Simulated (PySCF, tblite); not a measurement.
# C₅H₁₅BO₂Si: geometry, infrared bands and NMR shifts

What infrared bands and NMR shifts should C₅H₁₅BO₂Si (`CC(=O)C[O+](C)[BH2-]C[SiH3]`) show?

Computed with tblite 0.8.0 and PySCF 2.14.0, with density-fitted response routines of our own, on a single molecule in the gas phase. Atoms count from 0, in the outputs and in this text.

**1. The molecule as given**

24 atoms, charge 0, multiplicity 1; geometry from: force field or distance geometry start.

Bonds of the start (Å): C0–C1 1.49, C1–O2 1.25, C1–C3 1.46, C3–O4 1.40, O4–C5 1.43, O4–B6 1.48, B6–C7 1.58, C7–Si8 1.87, C0–H9 1.12, C0–H10 1.10, C0–H11 1.11, C3–H12 1.11, C3–H13 1.11, C5–H14 1.10, C5–H15 1.09, C5–H16 1.10, B6–H17 1.20, B6–H18 1.20, C7–H19 1.12, C7–H20 1.12, Si8–H21 1.48, Si8–H22 1.46, Si8–H23 1.49.

**2. Geometry optimisation with GFN2-xTB**

Job settings and geometry (Å):

```
{"job": {"kind": "relax", "xc": "GFN2-xTB", "basis": "xTB"}, "charge": 0, "multiplicity": 1}
C      2.055500     0.419600     1.375500
C      2.360700    -0.034100    -0.011300
O      3.557800    -0.310300    -0.233800
C      1.393200    -0.189400    -1.098000
O      0.075600     0.105400    -0.746900
C     -0.644800    -0.109000    -1.960400
B     -0.422600    -0.971600     0.135700
C     -1.531000    -0.481600     1.146000
Si    -2.179200     1.228700     0.769900
H      2.146900    -0.398000     2.138200
H      1.031600     0.823300     1.374400
H      2.795600     1.180900     1.710300
H      1.667800     0.571000    -1.858200
H      1.383900    -1.218300    -1.519400
H     -0.455100    -1.174200    -2.173500
H     -1.718500     0.025200    -1.797100
H     -0.225100     0.464800    -2.798100
H      0.531600    -1.422700     0.696500
H     -0.934100    -1.807200    -0.558700
H     -1.254500    -0.579200     2.229100
H     -2.422100    -1.153400     1.032200
H     -3.340900     1.101900    -0.131000
H     -1.158500     2.138000     0.256700
H     -2.725500     1.810100     2.029300
```

Launch:

```console
$ OMP_NUM_THREADS=1 python probes_run.py task.json out
```

The driver reads the jobs from task.json and runs them one after another.

**Question.** This job is followed by: GFN2-xTB harmonic vibrations, gas phase; GIAO PBE0/pcSseg-1 NMR shielding, non-relativistic, gas phase. Predict these results of the whole session: strongest single infrared mode (GFN2-xTB); zero-point energy (GFN2-xTB); ¹³C shifts against TMS (PBE0/pcSseg-1); ¹H shifts against TMS (PBE0/pcSseg-1, means over atoms taken as alike); ¹⁷O shifts against H2O (PBE0/pcSseg-1); ¹¹B shifts against BF3·OEt2 (PBE0/pcSseg-1); ²⁹Si shifts against TMS (PBE0/pcSseg-1); surface potential, 1st and 99th percentile.

The runs gave:

```
                                                              quantity                                   value
                             strongest single infrared mode (GFN2-xTB)                   2160 cm⁻¹, 452 km/mol
                                          zero-point energy (GFN2-xTB)                          118.5 kcal/mol
                                ¹³C shifts against TMS (PBE0/pcSseg-1)       206.0, 88.0, 68.4, 30.7, -2.0 ppm
¹H shifts against TMS (PBE0/pcSseg-1, means over atoms taken as alike)  4.05, 3.91, 3.65, 3.59, 2.49, 0.21 ppm
                                ¹⁷O shifts against H2O (PBE0/pcSseg-1)                         668.0, 24.4 ppm
                           ¹¹B shifts against BF3·OEt2 (PBE0/pcSseg-1)                                14.1 ppm
                               ²⁹Si shifts against TMS (PBE0/pcSseg-1)                               -76.3 ppm
                                 surface potential, 1st and 99th percentile                      -1.48 V and 1.65 V
```

What this shows: The optimisation took 166 steps and gained 1.411 eV; among the close pairs (by a distance rule), O4–B6 changed most, from 1.479 to 1.734 Å. No mode is imaginary among the 66: a minimum at this level. The strongest single mode, at 2160 cm⁻¹, moves mainly H22. Unscaled tight-binding wavenumbers are off by several per cent, some by more. Its intensities can rank the bands wrongly. The most deshielded carbon is C1 (ketone carbonyl carbon), at 206.0 ppm: the double bond to the heteroatom, with no lone-pair donor beside it, deshields it most. At PBE0/pcSseg-1: The widest tensor belongs to O2: span 1247 ppm, with a paramagnetic part of -725 ppm. At PBE0/pcSseg-1, counted by nearest atom on the grid, the HOMO lies on O2 61 %; C0, C3 about 9 % each, the LUMO on C1 41 %; O2 29 %.
